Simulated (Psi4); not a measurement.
# AlSbH3F (SMILES [F][AlH][SbH2]): a chain of runs

We compute a structure relaxation (B3LYP-D3(BJ)/def2-TZVP), then vibrational wavenumbers of AlSbH3F. 

The calculation is run with Psi4 1.11.

**1. The structure to begin with**

The species is AlSbH3F (6 atoms), meant as a singlet with charge 0. SMILES: `[F][AlH][SbH2]`. Geometry: relaxed at PBE0-D4/def2-TZVP. This is one conformer, not always the lowest. The run starts from this shape.

Bond lengths: F1–Al2 1.653 Å, Al2–Sb3 2.636 Å, Al2–H4 1.582 Å, Sb3–H5 1.710 Å, Sb3–H6 1.709 Å. Angles: F1–Al2–Sb3 116.3°, F1–Al2–H4 116.4°, Sb3–Al2–H4 127.3°, Al2–Sb3–H5 88.3°, Al2–Sb3–H6 87.8°, H5–Sb3–H6 91.6°.

**2. A structure relaxation at B3LYP-D3(BJ)/def2-TZVP (density fitting, core potential) (run 1)**

File alfh3sb.inp:

```
memory 1.6 GB

molecule m {
  0 1
  F     -1.114600    -1.632400     1.262300
  Al    -0.336100    -1.039300    -0.069800
  Sb     1.279900     1.003700     0.334800
  H     -0.594800    -1.800700    -1.431700
  H      0.842100     1.592000    -1.209900
  H     -0.034400     1.812900     1.068100
  units angstrom
}

set {
  geom_maxiter 60
}

result = optimize("b3lyp-d3bj2b/def2-TZVP")
```

Run with:

```console
psi4 -n 1 alfh3sb.inp alfh3sb.out
```

alfh3sb.out:

```text
[...]
    !!!  WARNING: ECP capability is in beta. Please check occupations closely.  !!!
[...]
  Running in c1 symmetry.
[...]
  Nuclear repulsion =  158.063166342933670
[...]
  Multiplicity = 1
[...]
  Nalpha       = 24
  Nbeta        = 24
[...]
    Number of basis functions: 136
[...]
   @DF-RKS iter   1:  -584.16476570665782   -1.54368e+00   7.08643e-03 ADIIS/DIIS
[...]
    !!!  WARNING: ECP capability is in beta. Please check occupations closely.  !!!
[...]
   @DF-RKS iter   6:  -584.57128215220803   -1.11413e-11   7.68275e-09 DIIS
[...]
  @DF-RKS Final Energy:  -584.57128215220803
   => Energetics <=
    Nuclear Repulsion Energy =            157.3581792303736506
    One-Electron Energy =               -1212.6972857141040549
    Two-Electron Energy =                 511.0146846100241191
    DFT Exchange-Correlation Energy =     -40.2391126729572406
    Empirical Dispersion Energy =          -0.0077476055445489
    VV10 Nonlocal Energy =                  0.0000000000000000
    Total Energy =                       -584.5712821522080276
[...]
 Multipole Moments:
 ------------------------------------------------------------------------------------
     Multipole            Electronic (a.u.)      Nuclear  (a.u.)        Total (a.u.)
 ------------------------------------------------------------------------------------
 L = 1.  Multiply by 2.5417464519 to convert [e a0] to [Debye]
 Dipole X            :         38.2864411          -37.8999130            0.3865281
 Dipole Y            :         41.1507188          -40.9593970            0.1913218
 Dipole Z            :          0.8737941           -1.2320344           -0.3582404
 Magnitude           :                                                    0.5606641
[...]
  -Total Gradient:
     Atom            X                  Y                   Z
    ------   -----------------  -----------------  -----------------
       1       -0.000105757777    -0.000100772511     0.000009892643
       2        0.000036616970     0.000043477101    -0.000062838041
       3       -0.000011785097    -0.000033393491     0.000003445416
       4        0.000025555644     0.000012467333    -0.000058701800
       5       -0.000024843514    -0.000002553696     0.000013802744
       6       -0.000061014468    -0.000024588118     0.000005547951
[...]
    Final optimized geometry and variables:
    Molecular point group: c1
    Full point group: C1
    Geometry (in Angstrom), charge = 0, multiplicity = 1:
    F           -1.855190851811    -2.017495807311     0.906822022249
    AL          -1.075842470329    -1.424540275883    -0.432498051019
    SB           0.548110834592     0.630822470453    -0.023974198756
    H           -1.330555332463    -2.191347076986    -1.786191486525
    H            0.114276415757     1.234432804403    -1.570420088388
    H           -0.763370749594     1.449703872787     0.717130074161
    Psi4 run time: 0:01:01.90
[...]
```

Standard output:

```text
Optimizer: Optimization complete!
```

It took 64 s on 1 thread of Intel Xeon Platinum 8259CL at 2.50GHz (Skylake/Cascade Lake), shared host; peak memory 0.78 GiB.

Step by step:

```
step  energy from the first frame kept (eV)  largest force (eV/Å)
   0                                 0.0000                0.2152
   1                                -0.0019                0.0677
   2                                 0.0095                0.2980
   3                                -0.0021                0.0224
   4                                -0.0022                0.0073
   5                                -0.0022                0.0075
```

After the run. Bond lengths: F1–Al2 1.659 Å, Al2–Sb3 2.651 Å, Al2–H4 1.577 Å, Sb3–H5 1.716 Å, Sb3–H6 1.715 Å. Angles: F1–Al2–Sb3 116.1°, F1–Al2–H4 116.3°, Sb3–Al2–H4 127.5°, Al2–Sb3–H5 88.8°, Al2–Sb3–H6 88.2°, H5–Sb3–H6 91.6°.

**3. Vibrational wavenumbers at B3LYP-D3(BJ)/def2-TZVP (density fitting, core potential) (run 2)**

File alfh3sb.dat:

```
memory 1.6 GB

molecule system {
  0 1
  F
  Al 1 1.659144
  Sb 2 2.651157 1 116.13019
  H 2 1.576501 1 116.32247 3 177.0809
  H 3 1.715824 2 88.79517 4 37.33984
  H 3 1.71458 5 91.61333 2 -88.15047
}

set reference rks
set t 700.0
set rotational_symmetry_number 1

E = freq("b3lyp-d3(bj)/def2-TZVP")
```

Run with:

```console
psi4 -n 1 alfh3sb.dat alfh3sb.out
```

alfh3sb.out, cut to the lines that bear on the results:

```text
[...]
  Running in c1 symmetry.
[...]
  Nuclear repulsion =  157.358172983258498
[...]
  Multiplicity = 1
[...]
  Nalpha       = 24
  Nbeta        = 24
[...]
    Number of basis functions: 136
[...]
   @DF-RKS iter   1:  -584.16298781792614   -1.54486e+00   7.08696e-03 DIIS/ADIIS
[...]
   @DF-RKS iter  11:  -584.57128121969083   -4.57021e-11   8.90318e-09 DIIS
[...]
  @DF-RKS Final Energy:  -584.57128121969083
   => Energetics <=
    Nuclear Repulsion Energy =            157.3470911844071622
    One-Electron Energy =               -1212.6746918016756354
    Two-Electron Energy =                 511.0028133160638504
    DFT Exchange-Correlation Energy =     -40.2387467757689663
    Empirical Dispersion Energy =          -0.0077471427173838
    VV10 Nonlocal Energy =                  0.0000000000000000
    Total Energy =                       -584.5712812196909454
[...]
  -Total Gradient:
     Atom            X                  Y                   Z
    ------   -----------------  -----------------  -----------------
       1       -0.000015652955     0.000117044285    -0.000096417681
       2       -0.000009396397    -0.000023649360     0.000066953206
       3        0.000346824523    -0.000030450507    -0.000121616193
       4        0.000002675127     0.000012148388     0.000066882149
       5       -0.000170182450     0.000145310977     0.000287724711
       6       -0.000208994757    -0.000033748214    -0.000235748247
[...]
  ==> Harmonic Vibrational Analysis <==
[...]
  Freq [cm^-1]                 80.6303             118.7856            282.4499
[...]
  IR activ [km/mol]             0.8404              8.4256              8.7795
[...]
  Freq [cm^-1]                 335.8712            476.8664            502.0090
[...]
  IR activ [km/mol]            55.2125             17.0900             53.4240
[...]
  Freq [cm^-1]                 655.0196            816.7454            831.5501
[...]
  IR activ [km/mol]            187.6286            171.0366            30.4139
[...]
  Freq [cm^-1]                1920.1176           1927.6136           1937.0087
[...]
  IR activ [km/mol]            111.2131            91.4874             297.6679
[...]
  Total E_0, Enthalpy at 0 [K]                                                         -584.54876322 [Eh]
[...]
  Total H, Enthalpy at  700.00 [K]                                                     -584.52690386 [Eh]
[...]
```

On the terminal:

```text
Warning: used thermodynamics relations inappropriate for low-frequency modes: ['80.6303' '118.7856' '282.4499' '335.8712' '476.8664' '502.0090']
```

Wall time 6.2 min (1 thread of Intel Xeon Platinum 8259CL at 2.50GHz (Skylake/Cascade Lake), shared host); peak memory 0.76 GiB.

**4. Results**

```
                                                                             quantity             value
                               run 1, B3LYP-D3(BJ)/def2-TZVP: total energy at the end     -584.57128 Eh
                                         run 1, B3LYP-D3(BJ)/def2-TZVP: dipole moment            1.43 D
                                           run 1, B3LYP-D3(BJ)/def2-TZVP: HOMO energy          -6.98 eV
                                           run 1, B3LYP-D3(BJ)/def2-TZVP: LUMO energy          -1.70 eV
                                         run 1, B3LYP-D3(BJ)/def2-TZVP: HOMO–LUMO gap           5.28 eV
                                     run 1, B3LYP-D3(BJ)/def2-TZVP: dispersion energy     -20.34 kJ/mol
                            run 2, B3LYP-D3(BJ)/def2-TZVP: lowest harmonic wavenumber           81 cm⁻¹
                           run 2, B3LYP-D3(BJ)/def2-TZVP: highest harmonic wavenumber         1937 cm⁻¹
                                     run 2, B3LYP-D3(BJ)/def2-TZVP: zero-point energy       59.1 kJ/mol
run 2, B3LYP-D3(BJ)/def2-TZVP: ideal-gas entropy at 700 K (symmetry number 1 as used)  99.3 cal/(mol K)
```

**Reading.** The optimisation (run 1, B3LYP-D3(BJ)/def2-TZVP) took 6 steps and changed the energy by -0.002 eV. All 12 modes (run 2, B3LYP-D3(BJ)/def2-TZVP) are real, so the shape is a minimum at this level.
